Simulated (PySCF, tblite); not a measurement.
# C4H6Si: bond homolysis

Wanted: bond homolysis for C4H6Si (`C1=C[SiH2]C=C1`).

Programs: tblite 0.8.0 and PySCF 2.14.0, with routines of our own; each step states its level. All values are computed. Atoms count from 0.

## Step 1: The starting structure

11 atoms, charge 0, multiplicity 1; geometry from: start built from the parent or by distance geometry.

## Step 2: Relaxing the molecule with GFN2-xTB

What the job is given:

```
{"job": {"kind": "relax", "xc": "GFN2-xTB", "basis": "xTB"}, "charge": 0, "multiplicity": 1}
C     -0.976600     0.749100    -0.359900
C      0.198400     1.282400    -0.282700
Si     1.355100    -0.101300     0.271300
C     -0.090000    -1.278700     0.273400
C     -1.154200    -0.613000    -0.049100
H     -1.855200     1.412200    -0.673400
H      0.494800     2.307100    -0.462200
H      1.928300     0.128800     1.589100
H      2.306000    -0.398700    -0.792400
H     -0.050000    -2.344500     0.555900
H     -2.145700    -1.138000    -0.121900
```

Command:

```console
$ OMP_NUM_THREADS=1 python redox_run.py task.json out
```

This one command runs all jobs of the session in turn.

What it wrote:

```text
step      E/eV     max force
  0    -360.90703    4.717
  1    -361.11473    2.289
  2    -361.21342    0.310
  3    -361.22023    0.263
  4    -361.23560    0.289
  5    -361.24087    0.210
  6    -361.24349    0.131
  7    -361.24534    0.146
  8    -361.24726    0.148
  9    -361.24897    0.104
 10    -361.25002    0.073
 11    -361.25072    0.085
 12    -361.25126    0.071
 13    -361.25164    0.050
 14    -361.25187    0.037
 15    -361.25200    0.030
 16    -361.25209    0.027
 17    -361.25217    0.027
 18    -361.25223    0.021
 19    -361.25226    0.014
 20    -361.25227    0.010
 21    -361.25227    0.007
```

Wall time 0.09 s (1 thread of Intel Xeon Platinum 8375C at 2.90GHz, shared host).

The steps of the relaxation:

```tsv
step	energy from step 0 (eV)	largest force (eV/Å)
0	0.0000	4.7166
1	-0.2077	2.2888
2	-0.3064	0.3101
3	-0.3132	0.2632
4	-0.3286	0.2889
5	-0.3338	0.2098
6	-0.3365	0.1314
7	-0.3383	0.1457
8	-0.3402	0.1481
9	-0.3419	0.1037
10	-0.3430	0.0734
11	-0.3437	0.0855
12	-0.3442	0.0711
13	-0.3446	0.0496
14	-0.3448	0.0369
15	-0.3450	0.0304
16	-0.3451	0.0268
17	-0.3451	0.0274
18	-0.3452	0.0214
19	-0.3452	0.0143
20	-0.3452	0.0105
21	-0.3452	0.0067
```

Close pairs (by a distance rule), those that changed most:

```tsv
bond	before (Å)	after (Å)	change (Å)
C0–H5	1.145	1.082	-0.063
C0–C4	1.408	1.457	+0.048
C0–C1	1.293	1.338	+0.045
C4–H10	1.124	1.082	-0.042
C3–C4	1.296	1.338	+0.042
C3–H9	1.103	1.077	-0.026
Si2–C3	1.864	1.887	+0.023
Si2–H7	1.455	1.463	+0.008
```

The next job starts from the end point, and lists it.

## Step 3: Vibrational analysis with GFN2-xTB

What the job is given:

```
{"job": {"kind": "ir", "xc": "GFN2-xTB", "basis": "xTB"}, "charge": 0, "multiplicity": 1}
C     -1.025685     0.785286    -0.373618
C      0.213548     1.278418    -0.265809
Si     1.391416    -0.096760     0.264549
C     -0.073681    -1.285630     0.290451
C     -1.184510    -0.629448    -0.064604
H     -1.889709     1.366056    -0.668055
H      0.441561     2.311182    -0.470339
H      1.993724     0.116609     1.581037
H      2.388610    -0.424982    -0.755287
H     -0.079425    -2.333541     0.540598
H     -2.165000    -1.081850    -0.130850
```

What it wrote:

```text
mode    cm-1     km/mol
  1     229.4      0.59
  2     367.8      0.00
  3     476.4     62.09
  4     477.3     22.02
  5     537.4      0.03
  6     601.5    112.02
  7     648.7      0.89
  8     723.5    105.52
  9     744.0    117.74
 10     780.3      0.06
 11     788.9    120.82
 12     828.1     81.77
 13     912.2      0.00
 14     918.1      0.30
 15    1003.3      8.11
 16    1112.7      5.81
 17    1122.8      0.27
 18    1265.3      0.03
 19    1331.3      0.73
 20    1549.2     12.03
 21    1616.3      2.62
 22    2248.1    452.12
 23    2251.4    209.33
 24    3045.4     20.11
 25    3055.7     99.58
 26    3096.2     37.44
 27    3097.6     60.07
ZPE 208.324  H(298)-E 224.764  G(298)-E 136.321 kJ/mol  S 296.64 J/(mol K)
```

It took 0.25 s on 1 thread of Intel Xeon Platinum 8375C at 2.90GHz, shared host.

The strongest bands and the atoms that carry them (share of the mass-weighted mode):

```tsv
cm⁻¹	km/mol	atoms
602	112.0	H8 39 %, H7 38 %
724	105.5	H6 24 %, H9 23 %, H10 18 %, H5 18 %
744	117.7	H8 38 %, H7 38 %, C3 10 %, C1 10 %
789	120.8	Si2 22 %, C3 20 %, C1 20 %
828	81.8	C1 20 %, C3 20 %, Si2 15 %, C0 10 %
2248	452.1	H8 79 %, H7 17 %
2251	209.3	H7 80 %, H8 18 %
3056	99.6	H10 46 %, H5 42 %
```

## Step 4: Relaxing the molecule at PBE0-D3(BJ)/def2-SVP

The job, as its differences from that of step 3:

```diff
@@ -1,2 +1,2 @@
-{"job": {"kind": "ir", "xc": "GFN2-xTB", "basis": "xTB"}, "charge": 0, "multiplicity": 1}
+{"job": {"xc": "PBE0", "basis": "def2-SVP", "d3": "d3bj", "grid": 1, "kind": "geom"}, "charge": 0, "multiplicity": 1}
 C     -1.025685     0.785286    -0.373618
```

What it wrote:

```text
step   0  E = -444.97216431  max force = 0.030423
step   1  E = -444.97571477  max force = 0.001694
step   2  E = -444.97575235  max force = 0.000153
step   3  E = -444.97575336  max force = 0.000046
optimisation converged
```

Wall time 12 s (1 thread of Intel Xeon Platinum 8375C at 2.90GHz, shared host).

The steps of the relaxation:

```tsv
step	energy from step 0 (eV)	largest force component (eV/Å)
0	0.0000	1.5644
1	-0.0966	0.0871
2	-0.0976	0.0079
3	-0.0977	0.0024
```

Close pairs (by a distance rule), those that changed most:

```tsv
bond	before (Å)	after (Å)	change (Å)
Si2–H7	1.463	1.496	+0.032
Si2–H8	1.464	1.496	+0.032
C0–C4	1.457	1.481	+0.024
C1–H6	1.077	1.092	+0.014
C3–H9	1.077	1.092	+0.014
C4–H10	1.082	1.096	+0.014
C0–H5	1.082	1.096	+0.014
Si2–C3	1.887	1.874	-0.013
```

The end geometry stands in the next job.

```tsv
at the end point	value
point group (found at 0.08 Å tolerance)	C2v
rotational constants (GHz, main isotopes)	6.694, 4.920, 2.933
dipole moment (D)	0.57
```

## Step 5: Harmonic vibrations (C4H6Si): PBE0-D3(BJ)/def2-SVP

What the job is given:

```
{"job": {"xc": "PBE0", "basis": "def2-SVP", "d3": "d3bj", "grid": 2, "kind": "hessian"}, "charge": 0, "multiplicity": 1}
C     -1.022278     0.797452    -0.361656
C      0.222926     1.311727    -0.277024
Si     1.349055    -0.093868     0.240993
C     -0.065855    -1.321467     0.294524
C     -1.180143    -0.641371    -0.049411
H     -1.900688     1.387848    -0.646364
H      0.439533     2.360601    -0.488060
H      2.015764     0.120335     1.562637
H      2.404211    -0.429579    -0.764387
H     -0.081337    -2.384530     0.542004
H     -2.173783    -1.100394    -0.106299
```

What it wrote:

```text
coarse grid: 9688 points
cycle   1  E = -444.8834445815  dE =  4.853e-01  |g| = 3.345e-01  |ddm| = 3.478e+00
cycle   2  E = -444.8754034115  dE =  8.041e-03  |g| = 3.759e-01  |ddm| = 7.354e-01
cycle   3  E = -444.9147542339  dE = -3.935e-02  |g| = 4.754e-02  |ddm| = 4.084e-01
cycle   4  E = -444.9150176002  dE = -2.634e-04  |g| = 3.584e-02  |ddm| = 7.781e-02
cycle   5  E = -444.9153764169  dE = -3.588e-04  |g| = 3.513e-03  |ddm| = 3.970e-02
cycle   6  E = -444.9153800709  dE = -3.654e-06  |g| = 5.087e-04  |ddm| = 5.669e-03
final grid: 88992 points
cycle   7  E = -444.9757279311  dE = -1.197e-05  |g| = 5.371e-03  |ddm| = 1.885e-02
cycle   8  E = -444.9757250509  dE =  2.880e-06  |g| = 6.227e-03  |ddm| = 1.221e-02
cycle   9  E = -444.9757363702  dE = -1.132e-05  |g| = 6.085e-04  |ddm| = 7.073e-03
cycle  10  E = -444.9757364654  dE = -9.525e-08  |g| = 2.060e-04  |ddm| = 8.206e-04
cycle  11  E = -444.9757364766  dE = -1.115e-08  |g| = 1.292e-05  |ddm| = 1.884e-04
cycle  12  E = -444.9757364766  dE = -5.593e-11  |g| = 3.848e-06  |ddm| = 3.312e-05
converged SCF energy = -444.9757364766

mode    cm-1
  1     242.9
  2     380.0
  3     498.4
  4     545.6
  5     629.4
  6     678.5
  7     703.4
  8     733.7
  9     761.1
 10     767.7
 11     884.6
 12     933.4
 13     972.3
 14    1009.1
 15    1010.3
 16    1096.4
 17    1105.5
 18    1296.3
 19    1362.6
 20    1591.6
 21    1652.5
 22    2224.0
 23    2227.1
 24    3174.4
 25    3187.9
 26    3240.6
 27    3241.6
ZPE 216.229  H(298)-E 231.901  G(298)-E 144.628 kJ/mol  S 292.72 J/(mol K)
```

It took 1.9 min on 1 thread of Intel Xeon Platinum 8375C at 2.90GHz, shared host; peak memory 1.5 GiB.

Zero-point energy 216.23 kJ/mol (xTB gave 208.32).

## Step 6: Single point (C4H6Si): M06-2X/def2-TZVP

Geometry: PBE0-D3(BJ)/def2-SVP.

The job, as its differences from that of step 5:

```diff
@@ -1,2 +1,2 @@
-{"job": {"xc": "PBE0", "basis": "def2-SVP", "d3": "d3bj", "grid": 2, "kind": "hessian"}, "charge": 0, "multiplicity": 1}
+{"job": {"kind": "sp", "xc": "M06-2X", "basis": "def2-TZVP", "grid": 3}, "charge": 0, "multiplicity": 1}
 C     -1.022278     0.797452    -0.361656
```

What it wrote:

```text
coarse grid: 41968 points
cycle   1  E = -445.4250506077  dE =  7.221e-01  |g| = 3.232e-01  |ddm| = 2.501e+00
cycle   2  E = -445.4356594221  dE = -1.061e-02  |g| = 2.664e-01  |ddm| = 4.017e-01
cycle   3  E = -445.4531198955  dE = -1.746e-02  |g| = 5.687e-02  |ddm| = 2.268e-01
cycle   4  E = -445.4536965173  dE = -5.766e-04  |g| = 3.410e-02  |ddm| = 5.639e-02
cycle   5  E = -445.4539976211  dE = -3.011e-04  |g| = 4.240e-03  |ddm| = 2.487e-02
cycle   6  E = -445.4540024391  dE = -4.818e-06  |g| = 1.026e-03  |ddm| = 4.765e-03
final grid: 134504 points
cycle   7  E = -445.4544266755  dE = -9.561e-06  |g| = 1.165e-03  |ddm| = 1.816e-02
cycle   8  E = -445.4544268901  dE = -2.146e-07  |g| = 6.576e-04  |ddm| = 2.231e-03
cycle   9  E = -445.4544269542  dE = -6.404e-08  |g| = 3.670e-04  |ddm| = 5.954e-04
cycle  10  E = -445.4544269891  dE = -3.491e-08  |g| = 7.430e-05  |ddm| = 2.911e-04
cycle  11  E = -445.4544269910  dE = -1.907e-09  |g| = 2.346e-05  |ddm| = 1.179e-04
converged SCF energy = -445.4544269910
```

Wall time 19 s (1 thread of Intel Xeon Platinum 8375C at 2.90GHz, shared host).

Orbitals, density, ELF and potential are computed afterwards from the orbital file.

Frontier orbitals at M06-2X/def2-TZVP, with the share of their density that lies nearest to each atom:

```tsv
orbital	energy (eV)	lies on
HOMO	-7.94	C1, C3 about 28 % each; C0, C4 about 15 % each
LUMO	-0.70	C1, C3 about 19 % each; C0, C4 about 15 % each
```

ELF in a plane through or near 9 of the atoms.

Ten even steps from '0' (0.00) to '9' (1.00):
```
0000000000000000000000000000
0000000000000000000000000000
0000000000000000000000000000
0000000000015999710000000000
0000000000028999930000000000
0000015630016999820000000000
0000389997335677631000000000
0000599999668486863100000000
0000279996217669931121000000
0000000146775123177043100000
0000000147775123177143100000
0000279996517659831121000000
0000599999678275863100000000
0000389997335667631000000000
0000015630016999820000000000
0000000000028999930000000000
0000000000015998600000000000
0000000000000000000000000000
0000000000000000000000000000
0000000000000000000000000000
```
The map spans 9.7 Å across and 10.1 Å up, centred on the molecule. Atoms in the plane (x, y in Å): C0 (-1.1, -0.7), C1 (0.1, -1.4), Si2 (1.4, 0.0), C3 (0.1, 1.4), C4 (-1.1, 0.7), H5 (-2.1, -1.3), H6 (0.2, -2.4), H9 (0.2, 2.4), H10 (-2.1, 1.3).

On the surface of density 0.002 e/bohr³ the electrostatic potential runs, from the 1st to the 99th percentile, from -0.60 V near C3 to 0.96 V near Si2.

## Step 7: Optimising the geometry with GFN2-xTB

This step treats C₄H₅Si radical, labelled `[C]1=CC=C[SiH2]1` (the label fixes atoms and charge, not where charge and spin sit).

What the job is given:

```
{"job": {"kind": "relax", "xc": "GFN2-xTB", "basis": "xTB"}, "charge": 0, "multiplicity": 2}
C     -1.006000     0.791300    -0.366900
C      0.212200     1.320400    -0.300000
Si     1.366500    -0.101500     0.244200
C     -0.068300    -1.306800     0.273900
C     -1.183400    -0.645200    -0.038100
H     -1.911700     1.386100    -0.655100
H      2.016200     0.126200     1.551600
H      2.415700    -0.420600    -0.759400
H     -0.072300    -2.391400     0.540800
H     -2.183100    -1.103100    -0.101000
```

What it wrote:

```text
step      E/eV     max force
  0    -344.66287    1.434
  1    -344.74815    1.045
  2    -344.77914    0.587
  3    -344.79602    0.375
  4    -344.80268    0.196
  5    -344.80494    0.139
  6    -344.80642    0.081
  7    -344.80698    0.058
  8    -344.80740    0.042
  9    -344.80756    0.030
 10    -344.80764    0.029
 11    -344.80771    0.028
 12    -344.80784    0.037
 13    -344.80798    0.039
 14    -344.80806    0.022
 15    -344.80808    0.007
```

Run time: 0.07 s. Hardware: 1 thread of Intel Xeon Platinum 8375C at 2.90GHz, shared host.

Step by step:

```tsv
step	energy from step 0 (eV)	largest force (eV/Å)
0	0.0000	1.4340
1	-0.0853	1.0449
2	-0.1163	0.5865
3	-0.1332	0.3750
4	-0.1398	0.1963
5	-0.1421	0.1394
6	-0.1436	0.0815
7	-0.1441	0.0581
8	-0.1445	0.0419
9	-0.1447	0.0300
10	-0.1448	0.0295
11	-0.1448	0.0277
12	-0.1450	0.0371
13	-0.1451	0.0395
14	-0.1452	0.0222
15	-0.1452	0.0073
```

Close pairs (by a distance rule), those that changed most:

```tsv
bond	before (Å)	after (Å)	change (Å)
C0–H5	1.121	1.080	-0.042
C3–H8	1.117	1.078	-0.039
C1–Si2	1.911	1.878	-0.032
Si2–H7	1.487	1.460	-0.027
Si2–C3	1.874	1.897	+0.023
C4–H9	1.101	1.083	-0.019
Si2–H6	1.478	1.460	-0.018
C0–C4	1.484	1.471	-0.014
```

The final coordinates are the input of the step that follows.

## Step 8: Vibrational analysis with GFN2-xTB

What the job is given:

```
{"job": {"kind": "ir", "xc": "GFN2-xTB", "basis": "xTB"}, "charge": 0, "multiplicity": 2}
C     -1.031035     0.790676    -0.368395
C      0.206737     1.243371    -0.275019
Si     1.412236    -0.099806     0.245080
C     -0.065139    -1.289187     0.281813
C     -1.184410    -0.637510    -0.053167
H     -1.898835     1.368970    -0.647996
H      1.988693     0.131158     1.566275
H      2.393441    -0.427902    -0.784771
H     -0.068022    -2.337705     0.531300
H     -2.168030    -1.086603    -0.105158
```

What it wrote:

```text
mode    cm-1     km/mol
  1     206.1      3.23
  2     326.1      0.16
  3     448.7     18.35
  4     450.5     53.77
  5     514.0     23.89
  6     574.4     89.80
  7     620.1     14.37
  8     731.0     75.60
  9     734.0    116.96
 10     780.9    101.06
 11     798.0    115.07
 12     838.4      3.47
 13     901.1      0.15
 14     987.2      2.50
 15    1104.7      2.65
 16    1167.8      0.81
 17    1269.0      3.66
 18    1545.1      1.31
 19    1622.6      8.93
 20    2279.4    158.89
 21    2280.2    448.18
 22    3035.0     49.36
 23    3067.0     41.26
 24    3091.0     44.74
ZPE 175.687  H(298)-E 192.412  G(298)-E 100.068 kJ/mol  S 309.72 J/(mol K)
```

It took 0.22 s on 1 thread of Intel Xeon Platinum 8375C at 2.90GHz, shared host.

The strongest bands and the atoms that carry them (share of the mass-weighted mode):

```tsv
cm⁻¹	km/mol	atoms
450	53.8	H7 34 %, H6 29 %, C1 19 %, Si2 12 %
574	89.8	H6 30 %, H7 29 %, Si2 17 %, C0 10 %
731	75.6	H8 43 %, H9 20 %, H5 18 %
734	117.0	H6 40 %, H7 38 %
781	101.1	C3 38 %, Si2 18 %, H8 16 %
798	115.1	C1 56 %, Si2 21 %
2279	158.9	H6 70 %, H7 28 %
2280	448.2	H7 69 %, H6 26 %
```

## Step 9: Geometry optimisation at PBE0-D3(BJ)/def2-SVP

This step treats C4H5Si radical, labelled `[C]1=CC=C[SiH2]1` (the label fixes atoms and charge, not where charge and spin sit).

The job, as its differences from that of step 8:

```diff
@@ -1,2 +1,2 @@
-{"job": {"kind": "ir", "xc": "GFN2-xTB", "basis": "xTB"}, "charge": 0, "multiplicity": 2}
+{"job": {"xc": "PBE0", "basis": "def2-SVP", "d3": "d3bj", "grid": 1, "kind": "geom"}, "charge": 0, "multiplicity": 2}
 C     -1.031035     0.790676    -0.368395
```

What it wrote:

```text
step   0  E = -444.28630959  max force = 0.027404
step   1  E = -444.28931562  max force = 0.001755
step   2  E = -444.28935439  max force = 0.000167
step   3  E = -444.28935500  max force = 0.000079
optimisation converged
```

Wall time 18 s (1 thread of Intel Xeon Platinum 8375C at 2.90GHz, shared host).

The steps of the relaxation:

```tsv
step	energy from step 0 (eV)	largest force component (eV/Å)
0	0.0000	1.4092
1	-0.0818	0.0902
2	-0.0829	0.0086
3	-0.0829	0.0041
```

Close pairs (by a distance rule), those that changed most:

```tsv
bond	before (Å)	after (Å)	change (Å)
Si2–H6	1.460	1.492	+0.032
Si2–H7	1.460	1.492	+0.032
C0–C4	1.471	1.492	+0.021
C0–H5	1.080	1.096	+0.017
Si2–C3	1.897	1.882	-0.015
C3–H8	1.078	1.092	+0.014
C3–C4	1.338	1.352	+0.014
C4–H9	1.083	1.097	+0.014
```

The end geometry stands in the next job.

```tsv
at the end point	value
point group (found at 0.08 Å tolerance)	Cs
rotational constants (GHz, main isotopes)	7.432, 4.796, 3.019
dipole moment (D)	1.08
⟨S²⟩	0.782
```

[end of part 1 of 3]
